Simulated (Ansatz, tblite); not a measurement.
**SiEt(OAc)3 (C8H14O6Si): rung by rung**

An exercise on one series of results from a longer session: the logs are not shown, and one member is left open.

Method: as each input shows; program: Ansatz 0.2.0, Gaussian basis.

The runs, in order: GFN1-xTB, GFN2-xTB, PBE-D4/def2-TZVP, r2SCAN-D4/def2-TZVP, PBE-D4/def2-SVP, PBE0-D4/def2-SVP, HF/6-31G, B3LYP-D4/6-31G, MP2/def2-SVP.

5 further runs of the same task are left out: 3 that didn't finish, 2 set aside as unsound or not needed. Runs told in other sessions of the task aren't counted.

## The geometry

The geometry is that of the singlet, from an earlier relaxation (PBE-D4/def2-SVP).

29 atoms, charge 0, spin multiplicity 1.

Bond lengths: Si1–C2 1.855 Å, Si1–O9 1.714 Å, Si1–O16 1.707 Å, Si1–O23 1.701 Å, C2–C3 1.537 Å, C2–H4 1.111 Å, C2–H5 1.110 Å, C3–H6 1.109 Å, C3–H7 1.109 Å, C3–H8 1.110 Å, O9–C10 1.363 Å, C10–C11 1.507 Å, C10–O12 1.217 Å, C11–H13 1.103 Å, C11–H14 1.109 Å, C11–H15 1.108 Å, O16–C17 1.363 Å, C17–C18 1.502 Å and more. Angles: C2–Si1–O9 114.6°, C2–Si1–O16 116.0°, C2–Si1–O23 107.3°, O9–Si1–O16 103.6°, O9–Si1–O23 101.8°, O16–Si1–O23 112.8°, Si1–C2–C3 114.0°, Si1–C2–H4 105.8°, Si1–C2–H5 106.6°, C3–C2–H4 111.6°, C3–C2–H5 111.3°, H4–C2–H5 107.1°, C2–C3–H6 111.1°, C2–C3–H7 111.6°, C2–C3–H8 111.6°, H6–C3–H7 107.6°, H6–C3–H8 107.2°, H7–C3–H8 107.5° and more.

PBE0-D4/def2-TZVP was run before; its log isn't repeated, and its numbers join the tables.

The first run:

Tight binding, by tblite at 300 K electronic temperature and without a spin-polarisation term:

```python
tblite.interface.Calculator('GFN1-xTB', numbers, positions, charge=0, uhf=0).singlepoint()
```

Tight binding, by tblite at 300 K electronic temperature and without a spin-polarisation term:

```python
tblite.interface.Calculator('GFN2-xTB', numbers, positions, charge=0, uhf=0).singlepoint()
```

start.molden holds the orbitals of an earlier run on this state, given as this run's starting guess.

Contents of in.yaml:

```yaml
crystal:
  periodic: [false, false, false]
  atoms:
    - {symbol: Si, position_ang: [0.038118, 0.046653, 0.358528]}
    - {symbol: C, position_ang: [-0.085578, -0.191645, 2.194297]}
    - {symbol: C, position_ang: [0.803358, -1.319859, 2.740335]}
    - {symbol: H, position_ang: [-1.160801, -0.380874, 2.402572]}
    - {symbol: H, position_ang: [0.169696, 0.783850, 2.658915]}
    - {symbol: H, position_ang: [0.666594, -1.442392, 3.833715]}
    - {symbol: H, position_ang: [0.566968, -2.292726, 2.262424]}
    - {symbol: H, position_ang: [1.879703, -1.114123, 2.564645]}
    - {symbol: O, position_ang: [1.638438, 0.211261, -0.234143]}
    - {symbol: C, position_ang: [2.429608, 1.214517, 0.240462]}
    - {symbol: C, position_ang: [3.771144, 1.245078, -0.444380]}
    - {symbol: O, position_ang: [2.059992, 1.979930, 1.111695]}
    - {symbol: H, position_ang: [4.408207, 2.025376, 0.006064]}
    - {symbol: H, position_ang: [3.627328, 1.450018, -1.524468]}
    - {symbol: H, position_ang: [4.259538, 0.253560, -0.369806]}
    - {symbol: O, position_ang: [-0.766156, 1.412895, -0.273738]}
    - {symbol: C, position_ang: [-2.127930, 1.389938, -0.314569]}
    - {symbol: C, position_ang: [-2.686621, 2.497844, -1.161558]}
    - {symbol: O, position_ang: [-2.773911, 0.530722, 0.259750]}
    - {symbol: H, position_ang: [-3.781321, 2.559173, -1.037342]}
    - {symbol: H, position_ang: [-2.441951, 2.267518, -2.218999]}
    - {symbol: H, position_ang: [-2.202715, 3.462281, -0.915026]}
    - {symbol: O, position_ang: [-0.455342, -1.406605, -0.374566]}
    - {symbol: C, position_ang: [-0.969411, -1.551468, -1.632633]}
    - {symbol: C, position_ang: [-1.366474, -2.982011, -1.895046]}
    - {symbol: O, position_ang: [-1.092669, -0.628952, -2.411575]}
    - {symbol: H, position_ang: [-1.697209, -3.096289, -2.941632]}
    - {symbol: H, position_ang: [-2.190879, -3.261027, -1.207101]}
    - {symbol: H, position_ang: [-0.519723, -3.662655, -1.676829]}
basis:
  gaussian: {orbitals: def2-TZVP, initial_orbitals: start.molden}
hamiltonian: {xc: pbe, dispersion: d4}
scf: {omitted_lower_state_checks: [starts]}
output: {orbitals: {seedname: orbitals}}
```

On the command line:

```sh
> ansatz run in.yaml --threads 4 --pin off --events-out ev --progress --plain --max-ram 6963MiB
```

Among the steps run: PBE-D4/def2-TZVP; r2SCAN-D4/def2-TZVP; PBE-D4/def2-SVP; PBE0-D4/def2-SVP; HF/6-31G; B3LYP-D4/6-31G; MP2/def2-SVP.

One table of the session follows, with a row left open; its other results are not shown here.

It belongs to the step «Binding energy». 

```
              level  binding an atom (eV)
           HF/6-31G                 2.897
        HF/def2-SVP                 3.311
    PBE-D4/def2-SVP                 4.757
   PBE-D4/def2-TZVP                 4.704
r2SCAN-D4/def2-TZVP                 4.589
     B3LYP-D4/6-31G                 4.307
   PBE0-D4/def2-SVP                 4.631
  PBE0-D4/def2-TZVP                     ?
       MP2/def2-SVP                 4.450
```

Estimate the missing values for PBE0-D4/def2-TZVP.

The run gave: binding an atom (eV): 4.583. In the column «binding an atom (eV)» it lies between MP2/def2-SVP (4.450) and r2SCAN-D4/def2-TZVP (4.589).

Caveats from the session: Free atoms were run apart at each level; binding is atoms less cluster, divided by the number of atoms, without zero-point or spin-orbit terms.
